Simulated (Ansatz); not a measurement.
ClGe₂H₇Si, SMILES Cl[SiH2][GeH2][GeH3]: an atomisation energy, run with the Python package of Ansatz (0.2.0).

The script, `clge2h7si.py`:
```python
# -*- coding: utf-8 -*-
from collections import Counter

import ansatz as az


def energy_of(molecule, charge=0, unpaired=0):
    calc = molecule.calculation().basis(gaussian='6-31G*').functional('r2scan0')
    if charge:
        calc = calc.charge(charge)
    if unpaired:
        calc = calc.spin('collinear', total=unpaired)
    return calc.run(threads=1, backend='cpu').report['free_energy_ev']

GEOMETRY = '''
Cl    2.34620   -1.74050    0.25190
Si    1.68460    0.11800    0.95240
Ge    0.03590    0.92020   -0.45600
Ge   -1.74820   -0.67130   -0.54770
H     1.13420   -0.03720    2.30700
H     2.80960    1.06430    0.98090
H    -0.49820    2.27090    0.08490
H     0.62330    1.11960   -1.87630
H    -1.19940   -2.02310   -1.07120
H    -2.33250   -0.86790    0.87430
H    -2.85560   -0.15290   -1.50020
'''


def main():
    geometry = az.Crystal.molecule()
    for line in GEOMETRY.strip().splitlines():
        symbol, *xyz = line.split()
        geometry = geometry.atom(symbol, [float(v) for v in xyz])

    unpaired = {'Cl': 1, 'Si': 2, 'Ge': 2, 'H': 1}
    counts = Counter(site.symbol for site in geometry.cartesian_sites)
    atom_energy = {s: energy_of(az.Crystal.molecule().atom(s, (0, 0, 0)), 0, unpaired[s]) for s in counts}
    whole = energy_of(geometry, 0, 0)
    for s, e in atom_energy.items():
        print(f'{s:2s} x{counts[s]}  {e:14.5f} eV')
    print(f'ClGe2H7Si: {whole:.5f} eV')
    split = sum(counts[s] * e for s, e in atom_energy.items()) - whole
    print(f'atomisation energy (no zero-point term): {23.060548 * split:.1f} kcal/mol, {split / sum(counts.values()):.3f} eV an atom')


if __name__ == '__main__':
    main()
```

What does it cost to take this molecule apart into atoms?

699.0 kcal/mol from the electronic energies, without the zero-point term.

What the script printed:

`python clge2h7si.py` gives:
```text
Cl x1    -12519.61621 eV
Si x1     -7872.81705 eV
Ge x2    -56507.38770 eV
H  x7       -13.55743 eV
ClGe2H7Si: -133532.42317 eV
atomisation energy (no zero-point term): 699.0 kcal/mol, 2.756 eV an atom
```

What to keep in mind:
- Total energies depend on the basis set; only differences at equal settings carry meaning.
- The geometry is a force-field or estimated start, not a minimum of this method, and the basis set is short of its limit. All parts are taken at fixed geometry, without zero-point energy.
- The whole script took 8.3 s on 1 thread of Intel(R) Xeon(R) 6975P-C (Granite Rapids), on a shared host, peak memory 0.42 GiB.
